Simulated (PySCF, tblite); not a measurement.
**CH9O2PSi3− (doublet): geometry, infrared bands and EPR parameters**

Aim: predict the infrared bands and EPR parameters of CH9O2PSi3− (doublet) (`[O-][CH]O[SiH2]P([SiH3])[SiH3]`).

Computed with tblite 0.8.0 and PySCF 2.14.0, with density-fitted response routines of our own, on a single molecule in the gas phase. Atoms count from 0, in the outputs and in this text.

### Step 1. The starting structure

16 atoms, charge -1, multiplicity 2; geometry from: force field or distance geometry start.

Bonds of the start (Å): O0–C1 1.40, C1–O2 1.38, O2–Si3 1.71, Si3–P4 2.17, P4–Si5 2.18, P4–Si6 2.17, C1–H7 1.10, Si3–H8 1.49, Si3–H9 1.47, Si5–H10 1.45, Si5–H11 1.47, Si5–H12 1.49, Si6–H13 1.48, Si6–H14 1.46, Si6–H15 1.49.

### Step 2. Optimising the geometry with GFN2-xTB

Job settings and geometry (Å):

```
{"job": {"kind": "relax", "xc": "GFN2-xTB", "basis": "xTB"}, "charge": -1, "multiplicity": 2}
O      3.365600     0.222200     1.265000
C      3.308600     0.130500    -0.131100
O      2.145400     0.751600    -0.543200
Si     1.008600    -0.353400    -1.172900
P     -1.037100    -0.067300    -0.507700
Si    -1.585400     1.969100     0.028100
Si    -1.792900    -1.545000     0.897100
H      3.306700    -0.926000    -0.445300
H      1.543500    -1.719900    -0.892000
H      1.044200    -0.216100    -2.634500
H     -0.540200     2.963600    -0.160200
H     -2.727300     2.370100    -0.798900
H     -2.006100     2.000500     1.454600
H     -2.109600    -2.766600     0.120200
H     -0.895800    -1.823100     2.014600
H     -3.035700    -0.981200     1.494700
```

Started as:

```sh
> OMP_NUM_THREADS=1 python probes_run.py task.json out
```

This one command runs all jobs of the session in turn.

**Question.** This job is followed by: GFN2-xTB harmonic vibrations, gas phase; UKS B3LYP, pcH-1 on C H O P Si, non-relativistic, mean-field spin-orbit, GIAO. Predict these results of the whole session: strongest single infrared mode (GFN2-xTB); zero-point energy (GFN2-xTB); g(iso) (B3LYP); ⟨S²⟩; largest a(iso) (averaged by class).

As calculated:

```
                                 quantity                    value
strongest single infrared mode (GFN2-xTB)   1726 cm⁻¹, 1486 km/mol
             zero-point energy (GFN2-xTB)            54.2 kcal/mol
                           g(iso) (B3LYP)                  2.00254
                                     ⟨S²⟩       0.753 (exact 0.75)
       largest a(iso) (averaged by class)  29Si on Si3, -814.3 MHz
```

**Reading.** Relaxing lowered the energy by 1.981 eV in 190 steps; the close pair that moved most is Si3–P4, from 2.170 to 2.394 Å. All 42 modes are real, so the xTB geometry is a minimum. The strongest single mode, at 1726 cm⁻¹, moves mainly C1. GFN2-xTB is a fitted tight-binding method: band positions and strengths are rough. Its intensities can rank the bands wrongly. Most of the unpaired spin sits on Si3 (0.73 e). The isotropic g lies 0.2 ppt above the free-electron value. The records flag this anion as possibly unbound in the gas phase, so the basis may hold the extra electron. These values are for one conformer; the search (at its own cheap level) found 2 more, at 0.27, 1.31 kcal/mol, and measured spectra average over such forms.
